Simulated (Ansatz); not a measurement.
**C₃H₆BNO: small, medium and large basis sets**

Aim: see how fast density functionals converge with the basis set for C₃H₆BNO.

Method: one geometry, several basis sets; program: Ansatz 0.2.0, Gaussian basis.

Plan: PBE0-D4/def2-SVP; ωB97M-V/def2-SVP; PBE0-D4/def2-QZVPP; ωB97M-V/def2-QZVPP; the functionals' def2-TZVPP values are taken from earlier runs.

## 1. The geometry

All runs share one geometry, relaxed beforehand with PBE0-D4/def2-TZVP.

SMILES `NB(O)C1C=C1`, 12 atoms, charge 0, spin multiplicity 1.

Atoms are counted from 1 here; the program's logs count them from 0.

Bond lengths: N1–B2 1.411 Å, N1–H7 1.004 Å, N1–H8 1.005 Å, B2–O3 1.376 Å, B2–C4 1.562 Å, O3–H9 0.958 Å, C4–C5 1.518 Å, C4–C6 1.518 Å, C4–H10 1.096 Å, C5–C6 1.280 Å, C5–H11 1.076 Å, C6–H12 1.076 Å. Angles: B2–N1–H7 121.5°, B2–N1–H8 125.1°, H7–N1–H8 113.4°, N1–B2–O3 122.2°, N1–B2–C4 120.2°, O3–B2–C4 117.6°, B2–O3–H9 114.2°, B2–C4–C5 120.9°, B2–C4–C6 120.8°, B2–C4–H10 116.5°, C5–C4–C6 49.9°, C5–C4–H10 116.2°, C6–C4–H10 116.2°, C4–C5–C6 65.1°, C4–C5–H11 144.0°, C6–C5–H11 150.9°, C4–C6–C5 65.1°, C4–C6–H12 144.0° and more.

## 2. PBE0-D4 in def2-SVP

Contents of in.yaml:

```yaml
crystal:
  periodic: [false, false, false]
  atoms:
    - {symbol: N, position_ang: [-1.759773, 0.591453, 0.736387]}
    - {symbol: B, position_ang: [-0.389100, 0.458514, 0.427853]}
    - {symbol: O, position_ang: [0.566938, 1.294956, 0.957048]}
    - {symbol: C, position_ang: [0.091235, -0.665430, -0.544020]}
    - {symbol: C, position_ang: [1.336839, -0.481528, -1.392111]}
    - {symbol: C, position_ang: [1.472322, -1.279572, -0.400828]}
    - {symbol: H, position_ang: [-2.447966, -0.025453, 0.343769]}
    - {symbol: H, position_ang: [-2.149180, 1.285731, 1.349602]}
    - {symbol: H, position_ang: [0.219518, 1.965475, 1.547290]}
    - {symbol: H, position_ang: [-0.685704, -1.315875, -0.961242]}
    - {symbol: H, position_ang: [1.743840, 0.043221, -2.238462]}
    - {symbol: H, position_ang: [2.077931, -1.926792, 0.208813]}
basis:
  gaussian: {orbitals: def2-SVP}
hamiltonian: {xc: pbe0, dispersion: d4}
output: {orbitals: {seedname: orbitals}}
```

Launch:

```bash
$ ansatz run in.yaml --threads 4 --pin off --events-out ev --progress --plain --max-ram 10444MiB
```

After this run come: ωB97M-V in def2-SVP; PBE0-D4 in def2-QZVPP; ωB97M-V in def2-QZVPP.

Before running them: what should the planned runs give, taken together? Wanted: PBE0-D4: double and triple zeta above quadruple; ωB97M-V: double and triple zeta above quadruple.

As calculated:

| quantity | value |
| --- | --- |
| PBE0-D4: double and triple zeta above quadruple | 8.82, 0.43 eV |
| ωB97M-V: double and triple zeta above quadruple | 9.08, 0.40 eV |

In words: PBE0-D4 gains 8.39 eV from double to triple zeta, then 0.43 eV more. These are total energies; as a rule much of such shifts cancels in differences, which this series doesn't test. The LUMO of ωB97M-V is positive and keeps falling with the basis (2.93 to 1.48 eV): an unbound level that the basis holds in place.
